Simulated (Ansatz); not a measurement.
CH₇BO₂Si, SMILES CO[SiH2]BO, a single point in a Gaussian basis

Computed with the Ansatz DFT code, driven from Python.

The cells in order, each with its output:

**Cell 1**
```python
from pathlib import Path
import warnings

import ansatz as az

BASIS = 'cc-pVDZ'
XC = 'pbe'

GEOMETRY = '''
C    -1.18610   -0.06550    1.37870
O    -0.25740    0.91470    0.99980
Si    1.05030    0.07950    0.27360
B     0.77710   -0.29160   -1.58200
O     0.41550    0.78320   -2.51960
H    -2.09330    0.54110    1.80780
H    -0.82890   -0.72030    2.14750
H    -1.58070   -0.56000    0.47580
H     2.28280    0.94700    0.40370
H     1.35690   -1.17730    1.02770
H     0.69070   -1.41860   -1.94240
H    -0.54990    0.91260   -2.43650
'''
```

**Cell 2**
```python
warnings.simplefilter('ignore', az.DeckWarning)

molecule = az.Crystal.molecule()
for line in GEOMETRY.strip().splitlines():
    symbol, *xyz = line.split()
    molecule = molecule.atom(symbol, [float(v) for v in xyz])
```

**Cell 3**
```python
base = molecule.calculation()
base = base.basis(gaussian=BASIS).functional(XC)
base = base.orbitals()
outcome = base.run(runs_dir='runs')
r = outcome.report

r['reference_energy_ev']
```
Output:
```text
-13787.596790827021
```

**Cell 4**
```python
r['positions_ang']
```
Output:
```text
[[-1.1861, -0.0655, 1.3787], [-0.2574, 0.9147, 0.9998], [1.0503, 0.0795, 0.2736],
 [0.7771, -0.2916, -1.582], [0.4155, 0.7832, -2.5196], [-2.0933, 0.5411, 1.8078],
 [-0.8289, -0.7203, 2.1475], [-1.5807, -0.56, 0.4758], [2.2828, 0.947, 0.4037],
 [1.3569, -1.1773, 1.0277], [0.6907, -1.4186, -1.9424], [-0.5499, 0.9126, -2.4365]]
```

**Cell 5**
```python
r['converged'], r['free_energy_ev']
```
Output:
```text
(True, -13787.596790827021)
```

**Cell 6**
```python
print('reference energy %16.6f eV' % r['reference_energy_ev'])
print('total energy     %16.6f eV' % r['free_energy_ev'])
print('occupied orbitals outside the frozen core (up, down):', r['n_occupied'], ' frozen:', r['n_frozen'], ' virtual:', r['n_virtual'])
```
Output:
```text
reference energy    -13787.596791 eV
total energy        -13787.596791 eV
occupied orbitals outside the frozen core (up, down): [24, 24]  frozen: 0  virtual: [85, 85]
```

**Cell 7**
```python
state = r['mean_field']['state']
print(f'mean field: {state["energy"]["hartree"]:.7f} Ha, <S^2> = {abs(state["spin_squared"]):.4f}, stability: {state.get("stability", {}).get("kind")}')
```
Output:
```text
mean field: -506.6848365 Ha, <S^2> = 0.0000, stability: minimum
```

**Cell 8**
```python
lines = Path(r['orbitals_path']).read_text().splitlines()
field_of = lambda key: [line.split('=')[1].strip() for line in lines if line.startswith(key)]
orbitals = [(27.211386 * float(e), s, float(n)) for e, s, n in zip(field_of('Ene='), field_of('Spin='), field_of('Occup='))]
homo = max(e for e, _, n in orbitals if n > 0.5)
lumo = min(e for e, _, n in orbitals if n < 0.5)
print(f'HOMO {homo:.3f} eV, LUMO {lumo:.3f} eV, gap {lumo - homo:.3f} eV')
```
Output:
```text
HOMO -5.633 eV, LUMO -3.232 eV, gap 2.401 eV
```

Total energies depend on the basis set; only differences at equal settings carry meaning. The geometry is a force-field or estimated start, not a minimum of this method, and the basis set is short of its limit. Levels such as HOMO and LUMO are orbital energies: with these approximate functionals they aren't the ionisation energy and electron affinity, and their gap isn't the fundamental gap. The orbitals are restricted, and with so small a gap a broken-symmetry state can lie lower. Wall time of the script: 2.1 s on 1 thread of Intel(R) Xeon(R) 6975P-C (Granite Rapids) (shared host), peak memory 0.2 GiB.

(Lines on the test bed's own set-up are left out of the output.)
